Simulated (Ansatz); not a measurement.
# SnAs: the cost of one run

Method: DFT PBEsol, scalar-relativistic, plane waves, PAW, in Ansatz 0.2.0.

The COD entry's cell or inner coordinates are ideal or old and differ from later refinements, so a difference from it is no clean test against experiment.

## 1. Starting point

Symmetry: Fm-3m, No. 225, cubic system. The conventional cell has a = 5.681 Å, b = 5.681 Å, c = 5.681 Å, α = 90.00°, β = 90.00°, γ = 90.00°. Sn (site symmetry m-3m) has 6 As at 2.84 Å in its first shell of neighbours. As (site symmetry m-3m) is surrounded by 6 Sn at 2.84 Å.

As a file:

```
CELL_PARAMETERS angstrom
0.00000 2.84050 2.84050
2.84050 0.00000 2.84050
2.84050 2.84050 0.00000
ATOMIC_POSITIONS crystal
Sn 0.00000 0.00000 0.00000
As 0.50000 0.50000 0.50000
```

No relaxation comes first: the listed cell is the starting point.

## 2. Zero of the scan

Input file input.yaml:

```yaml
crystal:
  lattice:
    - [0.0, 2.8405, 2.8405]
    - [2.8405, 0.0, 2.8405]
    - [2.8405, 2.8405, 0.0]
  atoms:
    - { symbol: Sn, position: [0.0, 0.0, 0.0] }
    - { symbol: As, position: [0.5, 0.5, 0.5] }
basis:
  ecutwfc: 420
kpoints:
  mp_grid: { grid: [16, 16, 16] }
hamiltonian:
  xc: pbesol
scf:
  occupations: { method: gaussian, width: 0.15 }
output:
  forces: true
  stress: true
  eigenvalues: true
  write_density: true
  write_potential: true
  elf: true
  volumetric_format: npy
```

The run is started by

```bash
$ ansatz run input.yaml --threads 1 --pin off --max-ram 2560MiB --backend cpu --events-out ev --progress --plain --runs-dir out
```

**Question.** How long does this run take on 1 thread of Arm Neoverse V2, shared host, and how much memory does it need?

About 7.4 s, with a peak of 0.39 GiB.
